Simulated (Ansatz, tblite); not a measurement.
# Cyclo-(Cl2GeSe)3 (Ge₃Se₃Cl₆): rung by rung

The task here is to estimate one member of a computed series from the others.

Computed with Ansatz 0.2.0, Gaussian basis. Level: as each input shows.

Plan: GFN1-xTB, GFN2-xTB, PBE-D4/def2-TZVP, r2SCAN-D4/def2-TZVP, LDA/def2-TZVP, r2SCANh-D4/def2-TZVP, ωB97M-V/def2-TZVP, PBE-D4/def2-SVP, PBE0-D4/def2-SVP, HF/6-31G, B3LYP-D4/6-31G, MP2/def2-TZVP, RPA/def2-TZVP.

### The relaxed structure

The geometry is that of the singlet, from an earlier relaxation (PBE-D4/def2-SVP).

12 atoms, charge 0, spin multiplicity 1.

Bond lengths: Ge1–Cl2 2.166 Å, Ge1–Cl3 2.164 Å, Ge1–Se4 2.373 Å, Ge1–Se12 2.373 Å, Se4–Ge5 2.373 Å, Ge5–Cl6 2.166 Å, Ge5–Cl7 2.164 Å, Ge5–Se8 2.373 Å, Se8–Ge9 2.373 Å, Ge9–Cl10 2.166 Å, Ge9–Cl11 2.164 Å, Ge9–Se12 2.373 Å. Angles: Cl2–Ge1–Cl3 108.9°, Cl2–Ge1–Se4 103.6°, Cl2–Ge1–Se12 103.6°, Cl3–Ge1–Se4 111.5°, Cl3–Ge1–Se12 111.5°, Se4–Ge1–Se12 117.0°, Ge1–Se4–Ge5 98.7°, Se4–Ge5–Cl6 103.6°, Se4–Ge5–Cl7 111.5°, Se4–Ge5–Se8 116.9°, Cl6–Ge5–Cl7 108.9°, Cl6–Ge5–Se8 103.6°, Cl7–Ge5–Se8 111.5°, Ge5–Se8–Ge9 98.7°, Se8–Ge9–Cl10 103.6°, Se8–Ge9–Cl11 111.5°, Se8–Ge9–Se12 116.9°, Cl10–Ge9–Cl11 108.9° and more.

PBE0-D4/def2-TZVP was run before; its log isn't repeated, and its numbers join the tables.

The first run:

Tight binding, by tblite at 300 K electronic temperature and without a spin-polarisation term:

```python
tblite.interface.Calculator('GFN1-xTB', numbers, positions, charge=0, uhf=0).singlepoint()
```

Tight binding, by tblite at 300 K electronic temperature and without a spin-polarisation term:

```python
tblite.interface.Calculator('GFN2-xTB', numbers, positions, charge=0, uhf=0).singlepoint()
```

start.molden holds the orbitals of an earlier run on this state, given as this run's starting guess.

in.yaml

```yaml
crystal:
  periodic: [false, false, false]
  atoms:
    - {symbol: Ge, position_ang: [0.091830, 2.080825, -0.063172]}
    - {symbol: Cl, position_ang: [0.760173, 4.119610, -0.361630]}
    - {symbol: Cl, position_ang: [-1.911489, 2.113516, 0.755788]}
    - {symbol: Se, position_ang: [1.652593, 1.205460, 1.495043]}
    - {symbol: Ge, position_ang: [0.830234, -1.016898, 1.617718]}
    - {symbol: Cl, position_ang: [2.216657, -1.999306, 2.961206]}
    - {symbol: Cl, position_ang: [-1.151247, -1.081587, 2.486304]}
    - {symbol: Se, position_ang: [0.954030, -2.319401, -0.361780]}
    - {symbol: Ge, position_ang: [-0.532644, -1.057849, -1.713984]}
    - {symbol: Cl, position_ang: [-0.477309, -2.080306, -3.622840]}
    - {symbol: Cl, position_ang: [-2.554117, -1.123352, -0.943110]}
    - {symbol: Se, position_ang: [0.121289, 1.159299, -2.249544]}
basis:
  gaussian: {orbitals: def2-TZVP, fitting: {mean_field: def2-universal-jkfit}, initial_orbitals: start.molden}
hamiltonian: {xc: pbe, dispersion: d4}
scf: {omitted_lower_state_checks: [starts]}
output: {orbitals: {seedname: orbitals}}
```

Started as:

```sh
$ ansatz run in.yaml --threads 2 --pin off --events-out ev --progress --plain --max-ram 32768MiB --backend cuda --devices 0, --max-vram 18GiB
```

Among the steps run: PBE-D4/def2-TZVP; r2SCAN-D4/def2-TZVP; LDA/def2-TZVP; r2SCANh-D4/def2-TZVP; ωB97M-V/def2-TZVP; PBE-D4/def2-SVP; PBE0-D4/def2-SVP; HF/6-31G; B3LYP-D4/6-31G; MP2/def2-TZVP; RPA/def2-TZVP.

One of the session's tables, all rows but one given; the rest of the session is left out.

It belongs to the step «Binding energy». 

| level | binding an atom (eV) |
| --- | --- |
| HF/6-31G | 1.363 |
| HF/def2-TZVP | 1.965 |
| LDA/def2-TZVP | 3.675 |
| PBE-D4/def2-SVP | 3.195 |
| PBE-D4/def2-TZVP | 3.189 |
| r2SCAN-D4/def2-TZVP | 3.132 |
| r2SCANh-D4/def2-TZVP | 3.094 |
| B3LYP-D4/6-31G | 2.580 |
| PBE0-D4/def2-SVP | 3.092 |
| PBE0-D4/def2-TZVP | 3.109 |
| ωB97M-V/def2-TZVP | 3.027 |
| RPA/def2-TZVP | ? |
| MP2/def2-TZVP | 3.153 |

Estimate the missing values for RPA/def2-TZVP.

**Answer.** binding an atom (eV): 2.691. In the column «binding an atom (eV)» it lies between B3LYP-D4/6-31G (2.580) and ωB97M-V/def2-TZVP (3.027).

To keep in mind: Free atoms were run apart at each level; binding is atoms less cluster, divided by the number of atoms, without zero-point or spin-orbit terms.
